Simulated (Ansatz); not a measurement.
**AlClH3OSb: basis-set convergence**

The task here is to estimate one member of a computed series from the others.

The runs use Ansatz 0.2.0, Gaussian basis; one geometry, several basis sets.

Levels to be run: PBE0-D4/def2-SVP; ωB97M-V/def2-SVP; PBE0-D4/def2-QZVPP; ωB97M-V/def2-QZVPP; the functionals' def2-TZVPP values are taken from earlier runs.

## The geometry

All runs share one geometry, relaxed beforehand with PBE0-D4 in a triple-zeta def2 set. Sb takes the def2 core potential; no spin-orbit term is included.

SMILES `[OH][AlH][SbH][Cl]`, 7 atoms, charge 0, spin multiplicity 1.

Atoms are counted from 1 here; the program's logs count them from 0.

Bond lengths: O1–Al2 1.690 Å, O1–H5 0.960 Å, Al2–Sb3 2.680 Å, Al2–H6 1.580 Å, Sb3–Cl4 2.388 Å, Sb3–H7 1.717 Å. Angles: Al2–O1–H5 119.2°, O1–Al2–Sb3 115.1°, O1–Al2–H6 118.9°, Sb3–Al2–H6 126.0°, Al2–Sb3–Cl4 89.1°, Al2–Sb3–H7 86.6°, Cl4–Sb3–H7 94.0°.

The first run:

File in.yaml:

```yaml
crystal:
  periodic: [false, false, false]
  atoms:
    - {symbol: O, position_ang: [-1.090138, 1.314111, -0.644217]}
    - {symbol: Al, position_ang: [-0.011858, 0.939711, 0.602734]}
    - {symbol: Sb, position_ang: [0.590841, -1.660265, 0.843577]}
    - {symbol: Cl, position_ang: [-0.618895, -2.090459, -1.170095]}
    - {symbol: H, position_ang: [-1.395380, 0.613387, -1.224870]}
    - {symbol: H, position_ang: [0.530053, 2.106482, 1.519210]}
    - {symbol: H, position_ang: [2.056477, -1.290967, 0.027963]}
basis:
  gaussian: {orbitals: def2-SVP}
hamiltonian: {xc: pbe0, dispersion: d4}
output: {orbitals: {seedname: orbitals}}
```

Launch:

```
$ ansatz run in.yaml --threads 2 --pin off --events-out ev --progress --plain --max-ram 4352MiB
```

Among the steps run: PBE0-D4 in def2-SVP; ωB97M-V in def2-SVP; PBE0-D4 in def2-QZVPP; ωB97M-V in def2-QZVPP.

One table of the session follows, with a row left open; its other results are not shown here.

| functional | basis | HOMO (eV) | LUMO (eV) |
| --- | --- | --- | --- |
| PBE0-D4 | def2-SVP | -6.90 | -1.85 |
| PBE0-D4 | def2-TZVPP | -6.99 | -2.04 |
| PBE0-D4 | def2-QZVPP | -7.01 | -2.10 |
| ωB97M-V | def2-SVP | -8.79 | 0.10 |
| ωB97M-V | def2-TZVPP | -8.92 | -0.22 |
| ωB97M-V | def2-QZVPP | ? | ? |

Estimate the missing values for ωB97M-V, def2-QZVPP.

**Answer.** HOMO (eV): -8.95; LUMO (eV): -0.37. In the column «HOMO (eV)» it is the lowest.
